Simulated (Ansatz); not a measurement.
# CsPbCl3 (perovskite): a single-point run

Aim: a sound single-point run of CsPbCl3 (perovskite). The structure is shown as the input types it.

Computed with Ansatz 0.2.0 (DFT PBE, spin-orbit coupling, plane waves, PAW, unless a step's input says otherwise).

1 further run of the same task is left out (it didn't finish). Runs told in other sessions of the task aren't counted.

## Step 1: The starting structure

Symmetry: Pm-3m, No. 221, cubic system. Conventional cell: a = 5.733 Å, b = 5.733 Å, c = 5.733 Å, α = 90.00°, β = 90.00°, γ = 90.00°. Around Cs (site symmetry m-3m) lie 12 Cl at 4.05 Å. Around Pb (site symmetry m-3m) lie 6 Cl at 2.87 Å. Around Cl (site symmetry 4/mmm) lie 2 Pb at 2.87 Å and 4 Cs at 4.05 Å.

Coordinates:

```xyz
5
Lattice="5.7329 0.0000 0.0000 0.0000 5.7329 0.0000 0.0000 0.0000 5.7329" Properties=species:S:1:pos:R:3 pbc="T T T"
Cs    0.0000    0.0000    0.0000
Pb    2.8665    2.8665    2.8665
Cl    0.0000    2.8665    2.8665
Cl    2.8665    2.8665    0.0000
Cl    2.8665    0.0000    2.8665
```

## Step 2: Input and run

input.yaml reads:

```yaml
crystal:
  lattice:
    - [5.732934971, 0.0, 0.0]
    - [0.0, 5.732934971, 0.0]
    - [0.0, 0.0, 5.732934971]
  atoms:
    - { symbol: Cs, position: [0.0, 0.0, 0.0] }
    - { symbol: Pb, position: [0.5, 0.5, 0.5] }
    - { symbol: Cl, position: [0.0, 0.5, 0.5] }
    - { symbol: Cl, position: [0.5, 0.5, 0.0] }
    - { symbol: Cl, position: [0.5, 0.0, 0.5] }
basis:
  ecutwfc: 420
  ecutrho_ratio: 4
kpoints:
  mp_grid: { grid: [0, 4, 4] }
hamiltonian:
  xc: pbe
scf:
  occupations: { method: gaussian, width: 0.05 }
  max_iter: 60
output:
  forces: true
  stress: true
magnetization:
  noncollinear: true
  spin_orbit: true
```

The run is started by

```console
$ ansatz run input.yaml --threads 4 --pin off --max-ram 7168MiB --backend cpu --events-out ev --progress --plain --runs-dir out
```

**Question.** How will this run end, and is anything wrong with its input?

The run ended at the input check. Its message: «invalid value for `kpoints.mp_grid.grid`: each dimension must be in 1..=255»

In the input, kpoints.mp_grid.grid is [0, 4, 4]. The mesh can't be built from what was typed.

Remedy: set kpoints.mp_grid.grid to [4, 4, 4].
